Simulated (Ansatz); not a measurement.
Here is an Ansatz 0.2.0 calculation.

input.yaml

```yaml
crystal:
  lattice:
    - [0.0, 3.03744723, 3.03744723]
    - [3.03744723, 0.0, 3.03744723]
    - [3.03744723, 3.03744723, 0.0]
  atoms:
    - { symbol: Pt, position: [0.0, 0.0, 0.0] }
    - { symbol: Se, position: [0.25, 0.25, 0.25] }
hamiltonian:
  xc: r2scan
  pseudopotentials: { kind: paw }
  dispersion: rvv10
kpoints:
  mp_grid: { grid: [8, 8, 8] }
scf:
  occupations: { method: fermi_dirac, width: 0.05 }
output:
  forces: true
  stress: true
  eigenvalues: true
  write_density: true
  write_potential: true
  elf: true
  volumetric_format: npy
relax:
  f_tol: 0.01
  max_steps: 40
  cell: { stress_tol: 0.05 }
```

Potentials or basis: Ansatz PAW.

Run with:

```bash
$ ansatz run input.yaml --threads 2 --pin off --max-ram 5632MiB --backend cpu --events-out ev --progress --plain --runs-dir out
```

**Question.** Predict the space group after relaxing (to 0.05 Å).

**Answer.** F-43m (No. 216).

**Question.** What does it give for the band gap on the k mesh?

**Answer.** None (metal or under the smearing width).

Final structure:
```
Pt Se
1.0
     0.00000    2.80953    2.80953
     2.80953    0.00000    2.80953
     2.80953    2.80953    0.00000
Pt Se
1 1
Direct
  0.00000 0.00000 0.00000
  0.25000 0.25000 0.25000
```

 The run has no spin-orbit coupling, so splittings on Pt are missing.
